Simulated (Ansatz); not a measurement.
# AlB₂H₇OSi: a ladder of functionals and wavefunction methods

An exercise on one series of results from a longer session: the logs are not shown, and one member is left open.

Program: Ansatz 0.2.0, Gaussian basis. Level of theory: functionals in def2-TZVPP, the program's frozen cores in correlated methods. These are calculated values, not measurements.

Plan: PBE-D4, r2SCAN-D4, PBE0-D4, B3LYP-D4, ωB97X-V, ωB97M-V, B2PLYP; CCSD(T)/def2-TZVPP; MP2/def2-QZVPP; extrapolation to the limit.

## The geometry

The geometry comes from an earlier relaxation with PBE0-D4 in a triple-zeta def2 set; it is a stationary point, not always the lowest conformer.

SMILES `B[SiH2][B](O)[AlH2]`, 12 atoms, charge 0, spin multiplicity 1.

Atoms are counted from 1 here; the program's logs count them from 0.

Bond lengths: B1–Si2 1.957 Å, B1–H6 1.196 Å, B1–H7 1.194 Å, Si2–B3 2.093 Å, Si2–H8 1.488 Å, Si2–H9 1.533 Å, B3–O4 1.338 Å, B3–Al5 2.107 Å, O4–H10 0.961 Å, Al5–H11 1.592 Å, Al5–H12 1.590 Å. Angles: Si2–B1–H6 119.2°, Si2–B1–H7 121.2°, H6–B1–H7 118.8°, B1–Si2–B3 109.4°, B1–Si2–H8 120.2°, B1–Si2–H9 114.1°, B3–Si2–H8 110.1°, B3–Si2–H9 95.0°, H8–Si2–H9 105.2°, Si2–B3–O4 130.8°, Si2–B3–Al5 86.5°, O4–B3–Al5 142.7°, B3–O4–H10 116.1°, B3–Al5–H11 117.8°, B3–Al5–H12 119.7°, H11–Al5–H12 122.0°.

Set-up of the first run:

in.yaml reads:

```yaml
crystal:
  periodic: [false, false, false]
  atoms:
    - {symbol: B, position_ang: [-1.499401, 1.251395, 1.129633]}
    - {symbol: Si, position_ang: [-0.023521, -0.025230, 0.975348]}
    - {symbol: B, position_ang: [0.942663, 0.246679, -0.861430]}
    - {symbol: O, position_ang: [1.579928, 1.310162, -1.365600]}
    - {symbol: Al, position_ang: [0.431816, -1.753842, -1.280207]}
    - {symbol: H, position_ang: [-1.317687, 2.286988, 1.700718]}
    - {symbol: H, position_ang: [-2.516113, 1.099114, 0.522190]}
    - {symbol: H, position_ang: [0.979761, -0.143781, 2.068306]}
    - {symbol: H, position_ang: [-0.466953, -1.462647, 0.680403]}
    - {symbol: H, position_ang: [1.579180, 2.101270, -0.819402]}
    - {symbol: H, position_ang: [-0.991797, -2.035559, -1.933608]}
    - {symbol: H, position_ang: [1.379221, -2.929846, -0.782350]}
basis:
  gaussian: {orbitals: def2-TZVPP}
hamiltonian: {xc: pbe, dispersion: d4}
output: {forces: true, orbitals: {seedname: orbitals}}
```

Run with:

```bash
$ ansatz run in.yaml --threads 4 --pin off --events-out ev --progress --plain --max-ram 10444MiB
```

Steps of the session up to this table: PBE-D4 (GGA); r2SCAN-D4 (meta-GGA); PBE0-D4 (hybrid); B3LYP-D4 (hybrid); ωB97X-V (range-separated); ωB97M-V (range-separated); B2PLYP (double hybrid); CCSD(T) in def2-TZVPP; MP2 in def2-QZVPP.

One table of the session follows, with a row left open; its other results are not shown here.

It belongs to the step «Atomisation energies». 

| method | atomisation energy (kJ/mol) |
| --- | --- |
| PBE-D4 | ? |
| r2SCAN-D4 | 3799.6 |
| PBE0-D4 | 3750.3 |
| B3LYP-D4 | 3764.2 |
| ωB97X-V | 3773.7 |
| ωB97M-V | 3764.3 |
| B2PLYP | 3707.2 |
| HF/def2-TZVPP | 2818.8 |
| MP2/def2-TZVPP | 3675.4 |
| CCSD/def2-TZVPP | 3601.9 |
| CCSD(T)/def2-TZVPP | 3651.3 |
| MP2/CBS | 3766.9 |
| CCSD(T)/CBS | 3742.8 |

Estimate the missing values for PBE-D4.

**Answer.** atomisation energy (kJ/mol): 3800.1. In the column «atomisation energy (kJ/mol)» it is the highest.
